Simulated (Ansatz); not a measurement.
# Be2SbP3: the cost of one run

Method: DFT PBE, scalar-relativistic, plane waves, PAW, in Ansatz 0.2.0.

## (1) The starting structure

It takes space group P6/mmm (No. 191, hexagonal). The conventional cell has a = 5.631 Å, b = 5.631 Å, c = 3.532 Å, α = 90.00°, β = 90.00°, γ = 120.00°. Be (site symmetry -6m2) is surrounded by 6 P at 2.40 Å. Sb (site symmetry 6/mmm) is surrounded by 6 Be at 3.25 Å and 12 P at 3.32 Å and 2 Sb at 3.53 Å. P (site symmetry mmm) has 4 Be at 2.40 Å and 4 Sb at 3.32 Å as nearest neighbours.

As a file:

```
Be Sb P
1.0
     5.63125    0.00000    0.00000
    -2.81562    4.87680    0.00000
     0.00000    0.00000    3.53233
Be Sb P
2 1 3
Cartesian
  0.0000 3.2512 0.0000
  2.8156 1.6256 0.0000
  0.0000 0.0000 0.0000
  2.8156 0.0000 1.7662
  1.4078 2.4384 1.7662
  -1.4078 2.4384 1.7662
```

A structure generator made this guess: species swapped into a database cell of HfCo3B2 (P6/mmm, No. 191), with Sb on the Hf sites, P on the Co sites and Be on the B sites. The dimensions are guesses.

## (2) A first look at the guess

input.yaml reads:

```yaml
crystal:
  lattice:
    - [5.63124927, 0.0, 0.0]
    - [-2.81562464, 4.87680493, 0.0]
    - [0.0, 0.0, 3.53233009]
  atoms:
    - { symbol: Be, position: [0.33333333, 0.66666667, 0.0] }
    - { symbol: Be, position: [0.66666667, 0.33333333, 0.0] }
    - { symbol: Sb, position: [0.0, 0.0, 0.0] }
    - { symbol: P, position: [0.5, 0.0, 0.5] }
    - { symbol: P, position: [0.5, 0.5, 0.5] }
    - { symbol: P, position: [0.0, 0.5, 0.5] }
basis:
  ecutwfc: 420
kpoints:
  mp_grid: { grid: [6, 6, 6] }
hamiltonian:
  xc: pbe
scf:
  occupations: { method: gaussian, width: 0.1 }
  lower_state_search: "off"
output:
  forces: true
  stress: true
  eigenvalues: true
```

Started as:

```console
$ ansatz run input.yaml --threads 1 --pin off --max-ram 2560MiB --backend cpu --events-out ev --progress --plain --runs-dir out
```

Q: Estimate wall time and peak memory on 1 thread of Intel Xeon 6975P-C (Granite Rapids), shared host.

About 2.1 s, with a peak of 0.47 GiB.
